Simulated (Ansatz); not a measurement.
# CBCl2N: small, medium and large basis sets

Aim: see how fast density functionals and correlated methods converge with the basis set for CBCl2N.

Program: Ansatz 0.2.0, Gaussian basis. Level of theory: one geometry, several basis sets. These are calculated values, not measurements.

The runs, in order: PBE0-D4/def2-SVP; ωB97M-V/def2-SVP; PBE0-D4/def2-QZVPP; ωB97M-V/def2-QZVPP; CCSD(T)/cc-pV(D+d)Z; CCSD(T)/cc-pV(T+d)Z; CCSD(T)/cc-pV(Q+d)Z; the functionals' def2-TZVPP values are taken from earlier runs.

## 1. Structure used throughout

All runs share one geometry, relaxed beforehand with PBE0-D4/def2-TZVP.

SMILES `N#CB(Cl)Cl`, 5 atoms, charge 0, spin multiplicity 1.

Atoms are counted from 1 here; the program's logs count them from 0.

Bond lengths: N1–C2 1.151 Å, C2–B3 1.531 Å, B3–Cl4 1.727 Å, B3–Cl5 1.727 Å. Angles: N1–C2–B3 179.9°, C2–B3–Cl4 119.0°, C2–B3–Cl5 119.0°, Cl4–B3–Cl5 122.0°.

As a file:

```
N     1.42446   -1.02459    1.29904
C     0.67511   -0.48961    0.60751
B    -0.32021    0.22100   -0.31316
Cl   -1.68042   -0.65782   -0.91395
Cl   -0.04914    1.87742   -0.72084
```

## 2. PBE0-D4 in def2-SVP

Contents of in.yaml:

```yaml
crystal:
  periodic: [false, false, false]
  atoms:
    - {symbol: N, position_ang: [1.424464, -1.024590, 1.299042]}
    - {symbol: C, position_ang: [0.675107, -0.489614, 0.607511]}
    - {symbol: B, position_ang: [-0.320211, 0.221000, -0.313158]}
    - {symbol: Cl, position_ang: [-1.680417, -0.657815, -0.913950]}
    - {symbol: Cl, position_ang: [-0.049143, 1.877420, -0.720845]}
basis:
  gaussian: {orbitals: def2-SVP}
hamiltonian: {xc: pbe0, dispersion: d4}
output: {orbitals: {seedname: orbitals}}
```

Command:

```bash
> ansatz run in.yaml --threads 2 --pin off --events-out ev --progress --plain --max-ram 22528MiB --backend cpu
```

Further steps of the session: ωB97M-V in def2-SVP; PBE0-D4 in def2-QZVPP; ωB97M-V in def2-QZVPP; CCSD(T) in cc-pV(D+d)Z; CCSD(T) in cc-pV(T+d)Z; CCSD(T) in cc-pV(Q+d)Z.

Q: Predict the results of all the runs planned. Wanted: MP2 correlation recovered, cc-pV(D+d)Z; MP2 correlation recovered, cc-pV(T+d)Z; MP2 correlation recovered, cc-pV(Q+d)Z; difference of two CCSD(T) limits: def2 sets; PBE0-D4: double and triple zeta above quadruple; ωB97M-V: double and triple zeta above quadruple.

The runs gave:

| quantity | value |
| --- | --- |
| MP2 correlation recovered, cc-pV(D+d)Z | 68.7 % |
| MP2 correlation recovered, cc-pV(T+d)Z | 87.7 % |
| MP2 correlation recovered, cc-pV(Q+d)Z | 94.9 % |
| difference of two CCSD(T) limits: def2 sets (earlier runs) less this series | -102 meV |
| PBE0-D4: double and triple zeta above quadruple | 12.97, 0.89 eV |
| ωB97M-V: double and triple zeta above quadruple | 12.92, 0.83 eV |

In words: For PBE0-D4 the step from double to triple zeta gains 12.09 eV and the next only 0.89 eV. In cc-pV(D+d)Z MP2 holds 69 % of its limit, in cc-pV(Q+d)Z 95 %, while Hartree-Fock is within 0.118 eV in the largest set. A limit from the def2 sets, made apart, differs by 102 meV, a least measure of the doubt on such a limit. These are total energies; as a rule much of such shifts cancels in differences, which this series doesn't test.
